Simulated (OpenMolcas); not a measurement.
**Ti³⁺ among point charges: CASSCF and CASPT2 levels and susceptibility**

How does a field of 6 point charges split the states of Ti³⁺, and what χT follows?

Program: OpenMolcas 26.06. Level of theory: state-averaged CASSCF and CASPT2, spin-orbit coupling by RASSI with atomic mean-field integrals. These are calculated values, not measurements, unless marked.

## Step 1: The atom as given

- Species: Ti³⁺ (titanium, Z = 22, 19 electrons)
- Basis: ANO-RCC-VTZP [6s5p3d2f1g], 59 functions
- Scalar Hamiltonian: DKH2, point nucleus
- Inactive shells: 1s 2s 2p 3s 3p
- Active space: 1 electron in 5 orbitals (3d)
- Some configurations of this space: 3d
- Orbitals: optimised for each spin and parity, averaged over all roots

The outer shells:

3d
```
3d [↑ ][  ][  ][  ][  ]
```

The ion sits among 6 point charges of -1.2 e arranged as a trigonal prism (D3h), 2.07 Å from the ion, with a polar angle of 56.5° against the regular 49.1°.

The work runs as a chain of OpenMolcas steps in one folder; each step below is one input file. Labels, J, g values, rates, χT and fits are worked out afterwards by a script from the matrices that RASSI stores.

## Step 2: Basis and integrals

a.inp

```
&GATEWAY
Coord
1

Ti 0.0 0.0 0.0
Basis=ANO-RCC-VTZP
Group=NoSym
NoMove
AngMom=0.0 0.0 0.0
AMFI
XField
6 Angstrom 0
1.725445 0.000000 1.143564 -1.200000
-0.862723 1.494280 1.143564 -1.200000
-0.862723 -1.494280 1.143564 -1.200000
1.725445 0.000000 -1.143564 -1.200000
-0.862723 1.494280 -1.143564 -1.200000
-0.862723 -1.494280 -1.143564 -1.200000
&SEWARD
```

The run is started by

```
> OMP_NUM_THREADS=1 MOLCAS_MEM=1689 MOLCAS_PROJECT=a pymolcas a.inp > a.log
```

The program printed:

```text
Basis set label: TI.ANO-RCC...6S5P3D2F1G.

      Electronic valence basis set:
      ------------------
      Associated Effective Charge  22.000000 au
      Associated Actual Charge     22.000000 au
      Nuclear Model: Point charge

      Shell  nPrim  nBasis  Cartesian Spherical Contaminant
         s      21       6        X
         p      15       5        X
         d      10       3                 X
         f       6       2                 X
         g       4       1                 X
                  Relativistic Douglas-Kroll-Hess integrals:
                    - DKH order of Hamiltonian: 2
                    - DKH order of Properties : 0
                  Atomic mean-field integrals
```

## Step 3: Reference wave functions, doublets, 5 roots

a.inp

```
&RASSCF
FileOrb=start.orb
Symmetry=1
Spin=2
nActEl=1 0 0
Inactive=9
Ras2=5
CIRoot=5 5 1
SDav=5
CIMx=300
Iter=120 100
PrWF=0.3
OrbListing=Nothing
MaxOrb=0
>>> COPY $Project.JobIph JOB001
```

start.orb holds the contracted functions of the basis, ordered by shell, or the orbitals of the step before.

The program printed:

```text
Wave function specifications:
      -----------------------------

      Number of closed shell electrons          18
      Number of electrons in active shells       1
      Max number of holes in RAS1 space          0
      Max nr of electrons in RAS3 space          0
      Number of inactive orbitals                9
      Number of active orbitals                  5
      Number of secondary orbitals              45
      Spin quantum number                      0.5
      State symmetry                             1
Orbital specifications:
      -----------------------

      Symmetry species                           1
                                                 a
      Frozen orbitals                            0
      Inactive orbitals                          9
      Active orbitals                            5
      RAS1 orbitals                              0
      RAS2 orbitals                              5
      RAS3 orbitals                              0
      Secondary orbitals                        45
      Deleted orbitals                           0
      Number of basis functions                 59
      Number of CSFs                             5
      Number of root(s) required                 5
      Iter CI   SX   CI       RASSCF       Energy    max ROT     max BLB   max BLB  Level Ln srch  Step   QN
          iter iter root      energy       change     param      element    value   shift minimum  type update
 Nr of preliminary CI iterations:   1
        1   1   13    0  -856.52395638    0.00E+00  -2.00E-01*   7  21 1 -2.35E-01*  0.34   0.00    SX    NO
        2   1   12    0  -856.60432216   -8.04E-02*  2.02E-02    6  17 1 -5.59E-02*  0.45   0.00    SX    NO
        3   1   11    0  -856.60658408   -2.26E-03* -6.74E-03    3  21 1  5.28E-03*  0.44   0.00    SX    NO
        4   1   10    0  -856.60668074   -9.67E-05* -1.22E-03    6  17 1 -2.10E-03*  0.45   0.00    SX    NO
        5   1    9    0  -856.60668747   -6.73E-06* -6.01E-04    7  14 1  5.71E-04*  0.45   1.39    QN   YES
        6   1    7    0  -856.60668820   -7.28E-07*  3.46E-05    8  10 1 -1.34E-04*  0.45   1.03    QN   YES
        7   1    6    0  -856.60668821   -1.58E-08*  2.13E-05    8  10 1 -5.15E-05   0.45   1.58    QN   YES
        8   1    4    0  -856.60668822   -3.19E-09  -2.25E-06    9  26 1 -3.10E-06   0.45   1.02    QN   YES
      Convergence after  8 iterations
        9   1    4    0  -856.60668822   -2.09E-11  -2.25E-06    9  20 1  1.00E-06   0.45   1.02    QN   YES
      Natural orbitals and occupation numbers for root  1
      sym 1:  -0.000000  -0.000000   1.000000   0.000000   0.000000
      Natural orbitals and occupation numbers for root  2
      sym 1:   1.000000   0.000000  -0.000000   0.000000   0.000000
      Natural orbitals and occupation numbers for root  3
      sym 1:  -0.000000  -0.000000   0.000000   0.000000   1.000000
::    RASSCF root number  1 Total energy:   -856.61552854
::    RASSCF root number  2 Total energy:   -856.60544327
::    RASSCF root number  3 Total energy:   -856.60544327
::    RASSCF root number  4 Total energy:   -856.60351302
::    RASSCF root number  5 Total energy:   -856.60351299
```

## Step 4: RASSI: spin-orbit coupling between the states

a.inp

```
&RASSI
NrOfJobIphs=1 5
1 2 3 4 5
IphNames
JOB001
EJob
SpinOrbit
DIPRint=1.0
SOCoupling=1000.0
Subsets=2
Property=9
'ANGMOM' 1 'ANGMOM' 2 'ANGMOM' 3 'MLTPL  1' 1 'MLTPL  1' 2 'MLTPL  1' 3
'AMFI' 1 'AMFI' 2 'AMFI' 3
SOProperty=3
'ANGMOM' 1 'ANGMOM' 2 'ANGMOM' 3
```

The program printed:

```text
SPIN-FREE ENERGIES:
  (Shifted by EMIN (a.u.) =       -856.6155285351)

 SF State       Relative EMIN(au)   Rel lowest level(eV)    D:o, cm**(-1)      L_eff

     1             0.0000000000        0.0000000000              0.0000         2.0
     2             0.0100852635        0.2744340006           2213.4595         2.0
     3             0.0100852649        0.2744340397           2213.4598         2.0
     4             0.0120155148        0.3269588137           2637.1007         2.0
     5             0.0120155415        0.3269595399           2637.1065         2.0
     Dipole printing threshold changed to   1.00000000E+00

++ Dipole transition strengths (spin-free states):
   -----------------------------------------------
     for osc. strength at least  1.00000000E+00

  ( Max oscillator strength is only    2.0712064405428632E-006 )
--
Eigenvalues of complex Hamiltonian:
   -----------------------------------
  (Shifted by EMIN (a.u.) =       -856.6155285351)

 SO State       Relative EMIN(au)   Rel lowest level(eV)    D:o, cm**(-1)     J-value

     1            -0.0000581018        0.0000000000              0.0000         2.0
     2            -0.0000581018        0.0000000000              0.0000         2.0
     3             0.0092651945        0.2536998161           2046.2270         0.9
     4             0.0092651945        0.2536998161           2046.2270         0.9
     5             0.0107560551        0.2942681990           2373.4331         1.2
     6             0.0107560551        0.2942681990           2373.4331         1.2
     7             0.0117317883        0.3208192517           2587.5818         2.0
     8             0.0117317883        0.3208192517           2587.5818         2.0
     9             0.0125066485        0.3419042730           2757.6439         2.0
    10             0.0125066485        0.3419042730           2757.6439         2.0
Weights of the five most important spin-orbit-free states for each spin-orbit state.

 SO State  Total energy (au)           Spin-free states, spin, and weights
 -------------------------------------------------------------------------------------------------------
    1        -0.000058       1 0.5  0.9951    4 0.5  0.0025    5 0.5  0.0025    2 0.5  0.0000    3 0.5  0.0000
    2        -0.000058       1 0.5  0.9951    4 0.5  0.0025    5 0.5  0.0025    2 0.5  0.0000    3 0.5  0.0000
    3         0.009265       2 0.5  0.4770    3 0.5  0.4770    4 0.5  0.0230    5 0.5  0.0230    1 0.5  0.0000
    4         0.009265       2 0.5  0.4770    3 0.5  0.4770    4 0.5  0.0230    5 0.5  0.0230    1 0.5  0.0000
    5         0.010756       3 0.5  0.5000    2 0.5  0.5000    5 0.5  0.0000    4 0.5  0.0000    1 0.5  0.0000
    6         0.010756       3 0.5  0.5000    2 0.5  0.5000    5 0.5  0.0000    4 0.5  0.0000    1 0.5  0.0000
    7         0.011732       4 0.5  0.4976    5 0.5  0.4975    1 0.5  0.0049    2 0.5  0.0000    3 0.5  0.0000
    8         0.011732       4 0.5  0.4976    5 0.5  0.4975    1 0.5  0.0049    2 0.5  0.0000    3 0.5  0.0000
    9         0.012507       5 0.5  0.4770    4 0.5  0.4770    3 0.5  0.0230    2 0.5  0.0230    1 0.5  0.0000
   10         0.012507       5 0.5  0.4770    4 0.5  0.4770    3 0.5  0.0230    2 0.5  0.0230    1 0.5  0.0000
 -------------------------------------------------------------------------------------------------------
```

These steps took 2 s in all on 1 thread of Arm Neoverse V1, shared host.

Spin-free states, with their symmetry labels:

```csv
state,degeneracy,E (cm-1),free-ion L (%)
2A1,1,0,D (100)
2E,2,2213,D (100)
2E,2,2637,D (100)
```

With spin-orbit coupling:

```json
{"E (cm-1)": "0.0", "Degeneracy": "2", "Label": "E1/2", "2S+1": "2", "g": "1.65 1.65 1.99"}
{"E (cm-1)": "2046", "Degeneracy": "2", "Label": "E3/2", "2S+1": "2", "g": "0.00 0.00 2.08"}
{"E (cm-1)": "2373", "Degeneracy": "2", "Label": "E1/2", "2S+1": "2", "g": "0.00 0.00 5.99"}
{"E (cm-1)": "2588", "Degeneracy": "2", "Label": "E1/2", "2S+1": "2", "g": "0.01 0.35 0.35"}
{"E (cm-1)": "2758", "Degeneracy": "2", "Label": "E3/2", "2S+1": "2", "g": "0.00 0.00 3.91"}
```

Labels of spin-orbit levels are those of the rotation subgroup (D3 for D3h). Principal g values are given for doublets only; a zero marks a field direction without first-order Zeeman splitting.

Powder χT (cm³ K/mol): 0.30 at 2 K, 0.30 at 5 K, 0.30 at 10 K, 0.30 at 20 K, 0.31 at 50 K, 0.33 at 100 K, 0.35 at 150 K, 0.37 at 200 K, 0.39 at 250 K, 0.41 at 300 K.

## Step 5: CASPT2: IPEA 0.25, imaginary shift 0.1 (closed shells correlated: 3s 3p)

a.inp

```
>>> COPY JOB001 $Project.JobIph
&CASPT2
Multistate=5 1 2 3 4 5
NoMult
Frozen=5
IPEA=0.25
Imaginary=0.1
MaxIter=60
WThr=0.0 0.3 0.05
PrWF=0.5
NoMix
```

The run is started by

```
> OMP_NUM_THREADS=1 MOLCAS_MEM=1689 MOLCAS_PROJECT=a pymolcas a.inp > a.log
```

The program printed:

```text
Orbital specifications:
      -----------------------

      Symmetry species                           1
                                                 a
      Frozen orbitals                            5
      Inactive orbitals                          4
      Active orbitals                            5
      Secondary orbitals                        45
      Deleted orbitals                           0
      Number of basis functions                 59
Type of calculation                        SS-CASPT2
      Fock operator                              state-specific
      IPEA shift                                 0.25
      Real shift                                 0.00
      Imaginary shift                            0.10
      The input orbitals will be transformed to quasi-canonical
Reference energy:        -856.6155285351
      E2 (Non-variational):      -0.2686348035
      Shift correction:          -0.0000874735
      E2 (Variational):          -0.2687222769
      Total energy:            -856.8842508120
      Residual norm:              0.0000000388
      Reference weight:           0.95717
      Contributions to the CASPT2 correlation energy
      Active & Virtual Only:          0.0000000001
      One Inactive Excited:          -0.0545383506
      Two Inactive Excited:          -0.2140964530
Reference energy:        -856.6054432716
      E2 (Non-variational):      -0.2686220831
      Shift correction:          -0.0000872837
      E2 (Variational):          -0.2687093667
      Total energy:            -856.8741526384
      Residual norm:              0.0000000583
      Reference weight:           0.95722
      Contributions to the CASPT2 correlation energy
      Active & Virtual Only:          0.0000000001
      One Inactive Excited:          -0.0546421671
      Two Inactive Excited:          -0.2139799161
::    CASPT2 Root  1     Total energy:   -856.88425081
::    CASPT2 Root  2     Total energy:   -856.87415264
::    CASPT2 Root  3     Total energy:   -856.87469981
::    CASPT2 Root  4     Total energy:   -856.87214817
::    CASPT2 Root  5     Total energy:   -856.87214835
```

This run took 1.2 s in all on 1 thread of Arm Neoverse V1, shared host.

SS-CASPT2: lowest energy less the reference's lowest, -0.2687 hartree; reference weights 0.957.

States without spin-orbit coupling:

```csv
state,degeneracy,E (cm-1),free-ion L (%)
2A1,1,0,D (100)
2E,2,2156,D (100)
2E,2,2656,D (100)
```

With spin-orbit coupling:

```tsv
E (cm-1)	Degeneracy	Label	2S+1	g
0	2	E1/2	2	1.65 1.65 1.99
1990	2	E3/2	2	0.00 0.00 2.06
2320	2	E1/2	2	0.00 0.00 5.99
2610	2	E1/2	2	0.00 0.35 0.35
2770	2	E3/2	2	0.00 0.00 3.92
```

Powder χT (cm³ K/mol): 0.30 at 2 K, 0.30 at 5 K, 0.30 at 10 K, 0.30 at 20 K, 0.31 at 50 K, 0.33 at 100 K, 0.35 at 150 K, 0.37 at 200 K, 0.39 at 250 K, 0.41 at 300 K.

## Step 6: The methods side by side

A. CASSCF
B. SS-CASPT2, IPEA 0.25, imaginary shift 0.1 (closed shells correlated: 3s 3p)

```
method  ground state  first state of that spin (cm-1)  first gap with spin-orbit (cm-1)  χT at 300 K
     A           2A1                          2E 2213                            2046.2         0.41
     B           2A1                          2E 2156                            1992.1         0.41
```

## Step 7: Results

| quantity | value |
| --- | --- |
| method | SS-CASPT2, IPEA 0.25, imaginary shift 0.1 (closed shells correlated: 3s 3p) |
| spin-free ground state | 2A1, 1-fold in its orbital part |
| first state of the same spin within the active space | 2E at 2160 cm⁻¹ |
| lowest level | 2-fold E1/2, g = 1.65, 1.65, 1.99 |
| next level | 1992.1 cm⁻¹ |
| χT at 300 K | 0.41 cm³ K/mol |
| effective moment at 300 K | 1.82 μB |

Cost by method:

```
                                              method  time of its own steps  time with the reference
                                           A. CASSCF                    2 s                      2 s
B. SS-CASPT2, IPEA 0.25, imaginary shift 0.1, +3s 3p                  1.2 s                    3.3 s
```

Times are of one thread on a shared host.

The spin-free ground state (2A1) comes to 100 % from free-ion D terms and keeps the highest spin of the shell. χT at 300 K is 0.41, against 0.38 cm³ K/mol for the spin alone, so orbital moment adds to it. CASPT2 does not keep the components of a term degenerate, and the means are used. The field of point charges can differ much from that of real complexes. This is an electrostatic model: the charges have no orbitals.
